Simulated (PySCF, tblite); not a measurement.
**C4H8F2O2Si: geometry, infrared bands and NMR shifts**

What infrared bands and NMR shifts should C4H8F2O2Si (`CO[SiH2]C(OC)=C(F)F`) show?

The runs use tblite 0.8.0 and PySCF 2.14.0, with density-fitted response routines of our own; the level of theory stands in each step. All values are computed, except where a source is named. Atoms count from 0, in the outputs and in this text.

## (1) The molecule as given

17 atoms, charge 0, multiplicity 1; geometry from: force field or distance geometry start.

Bonds of the start (Å): C0–O1 1.43, O1–Si2 1.68, Si2–C3 1.87, C3–O4 1.40, O4–C5 1.42, C3–C6 1.34, C6–F7 1.34, C6–F8 1.35, C0–H9 1.09, C0–H10 1.10, C0–H11 1.10, Si2–H12 1.48, Si2–H13 1.49, C5–H14 1.10, C5–H15 1.09, C5–H16 1.09.

## (2) Geometry optimisation with GFN2-xTB

The job: settings as JSON, then the geometry in Å.

```
{"job": {"kind": "relax", "xc": "GFN2-xTB", "basis": "xTB"}, "charge": 0, "multiplicity": 1}
C     -2.040100     0.584700     1.402000
O     -2.346100     0.217600     0.056400
Si    -1.358200    -0.927400    -0.666100
C      0.363800    -0.275400    -0.999400
O      1.145000    -0.202000     0.159000
C      2.475000     0.281300     0.031400
C      0.724400     0.047400    -2.250800
F     -0.141200    -0.081800    -3.268000
F      1.965400     0.506600    -2.522800
H     -1.086900     1.099000     1.474400
H     -2.824700     1.285800     1.733700
H     -2.071400    -0.280500     2.077600
H     -1.296100    -2.110800     0.227600
H     -2.009300    -1.359800    -1.934300
H      2.923400     0.284500     1.034900
H      2.489800     1.314800    -0.318800
H      3.080200    -0.372000    -0.600700
```

Started as:

```
> OMP_NUM_THREADS=1 python probes_run.py task.json out
```

The driver reads the jobs from task.json and runs them one after another.

**Question.** This job is followed by: GFN2-xTB harmonic vibrations, gas phase; GIAO PBE0/pcSseg-1 NMR shielding, non-relativistic, gas phase. What will the session give for the following? strongest single infrared mode (GFN2-xTB); zero-point energy (GFN2-xTB); ¹³C shifts against TMS (PBE0/pcSseg-1); ¹H shifts against TMS (PBE0/pcSseg-1, means over atoms taken as alike); ¹⁷O shifts against H2O (PBE0/pcSseg-1); ²⁹Si shifts against TMS (PBE0/pcSseg-1); ¹⁹F shifts against CFCl3 (PBE0/pcSseg-1); surface potential, 1st and 99th percentile.

The runs gave:

| quantity | value |
| --- | --- |
| strongest single infrared mode (GFN2-xTB) | 1184 cm⁻¹, 412 km/mol |
| zero-point energy (GFN2-xTB) | 72.3 kcal/mol |
| ¹³C shifts against TMS (PBE0/pcSseg-1) | 165.7, 124.6, 60.3, 54.5 ppm |
| ¹H shifts against TMS (PBE0/pcSseg-1, means over atoms taken as alike) | 5.09, 3.99, 3.91 ppm |
| ¹⁷O shifts against H2O (PBE0/pcSseg-1) | 49.7, 2.0 ppm |
| ²⁹Si shifts against TMS (PBE0/pcSseg-1) | -40.2 ppm |
| ¹⁹F shifts against CFCl3 (PBE0/pcSseg-1) | -96.8, -118.5 ppm |
| surface potential, 1st and 99th percentile | -1.15 V and 1.03 V |

What this shows: Relaxing lowered the energy by 0.439 eV in 157 steps; the close pair that moved most is O1–Si2, from 1.676 to 1.610 Å. No mode is imaginary among the 45: a minimum at this level. The strongest single mode, at 1184 cm⁻¹, is spread over many atoms; the largest shares are those of C3, O4. Unscaled tight-binding wavenumbers are off by several per cent, some by more. Its intensities can rank the bands wrongly. At PBE0/pcSseg-1: The widest tensor belongs to F7: span 128 ppm, with a paramagnetic part of -184 ppm.
